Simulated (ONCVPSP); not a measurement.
# Pseudopotential generation for copper: ONCV, LDA (Perdew-Wang 92)

Task: generate the file, and judge it by its errors in other configurations, its logarithmic derivatives, its ghosts and its cutoff.

The numbers are computed with ONCVPSP 4.0.1.1 (patched build) (LDA (Perdew-Wang 92), scalar-relativistic, spin-unpolarised reference atom).

**1. Starting point**

The settings as typed:

| Item | Value |
| --- | --- |
| element | copper (Cu, Z = 29) |
| type | optimised norm-conserving Vanderbilt (ONCV) |
| frozen core | [Ar] |
| valence charge | 11 |
| reference configuration | 3d10 4s1 |
| partial waves | 4s: rc 2.30 bohr, ncon 4, nbas 8, qcut 3.3 1/bohr, 1 projector; p scattering state at 0.29 Ha: rc 2.15 bohr, ncon 3, nbas 6, qcut 3.9 1/bohr, 2 projectors, debl 1.7 Ha; 3d: rc 1.05 bohr, ncon 4, nbas 8, qcut 12.1 1/bohr, 2 projectors, debl 2 Ha |
| local potential | polynomial inside 1.00 bohr (lpopt 3, dvloc0 0 Ha) |
| core correction | not asked for |

The outer shells as boxes (Hund's rule for the drawing; the calculation is spin-unpolarised):

```
[Ar] core
3d [↑↓][↑↓][↑↓][↑↓][↑↓]
4s [↑ ]
```

An earlier all-electron run gives the scale for the radii.

All-electron outer shells of the reference configuration (LDA (PZ), scalar-relativistic, ld1.x):

| shell | level (eV) | outermost node (bohr) | outermost maximum (bohr) |
| --- | --- | --- | --- |
| 3p | -72.03 | 0.26 | 0.62 |
| 3d | -5.32 | – | 0.60 |
| 4s | -4.87 | 0.89 | 2.24 |
| 4p | -0.79 | 0.98 | 3.52 |

**2. Generation**

Cu.dat

```
# ATOM AND REFERENCE CONFIGURATION
# atsym  z   nc   nv     iexc    psfile
  Cu 29.00    5    2  -001012      upf
#
#   n    l    f
    1    0    2.00
    2    0    2.00
    2    1    6.00
    3    0    2.00
    3    1    6.00
    3    2   10.00
    4    0    1.00
#
# PSEUDOPOTENTIAL AND OPTIMIZATION
# lmax
    2
#
#   l,   rc,      ep,       ncon, nbas, qcut
    0    2.30    0.00    4    8    3.30
    1    2.15    0.29    3    6    3.90
    2    1.05    0.00    4    8   12.10
#
# LOCAL POTENTIAL
# lloc, lpopt,  rc(5),   dvloc0
    4    3    1.00    0.00
#
# VANDERBILT-KLEINMAN-BYLANDER PROJECTORs
# l, nproj, debl
    0    1    2.10
    1    2    1.70
    2    2    2.00
#
# MODEL CORE CHARGE
# icmod, fcfact, rcfact
    0    0.00    0.00
#
# LOG DERIVATIVE ANALYSIS
# epsh1, epsh2, depsh
   -2.00    5.00    0.02
#
# OUTPUT GRID
# rlmax, drl
    6.00    0.01
#
# TEST CONFIGURATIONS
# ncnf
    4
# nvcnf
#   n    l    f
    2
    3    2   10.00
    4    0    0.00
#
    2
    3    2    9.00
    4    0    0.00
#
    2
    3    2    8.00
    4    0    0.00
#
    2
    3    2    9.00
    4    0    2.00
#
```

Command:

```sh
$ oncvpsp.x < Cu.dat > Cu.out
```

Before running it: what results should come out? Wanted: cutoffs for 1 and 0.1 mHa per electron, occupied waves; bound ghosts; GHOST(+) flags; largest test error; largest phase difference near zero energy, channels read.

The runs gave:

| quantity | value |
| --- | --- |
| cutoffs for 1 and 0.1 mHa per electron, occupied waves | 71 Ha and 197 Ha |
| bound ghosts | s at -51.39 eV |
| GHOST(+) flags | p at 111 eV |
| largest test error (AE − PS) | -69 meV, for 3d9 4s2 (1 test unsolved) |
| largest phase difference near zero energy, channels read | 0.004 rad |

It has a bound ghost (s), a state that the atom doesn't have, and that rules the file out. By total energies transferability is fair where solved: the largest error is 69 meV on 2.0 eV, for 3d9 4s2. Of the tests 1 gave no usable energy difference, which is a warning in itself. The potential is very hard: the looser tolerance needs 71 Ha. The tighter tolerance needs 197 Ha, and converged work needs a cutoff nearer that. At the looser tolerance the 3d wave is the slowest; 4s needs 5 Ha. Near zero energy the phases of the channels with partial waves agree within 0.004 rad. The pseudo curves have a pole with no partner nearby in the atom's: s at -1.88 Ha. The program also flags highly localised states, GHOST(+) (p). These are tests on the free atom; a crystal test is still owed.
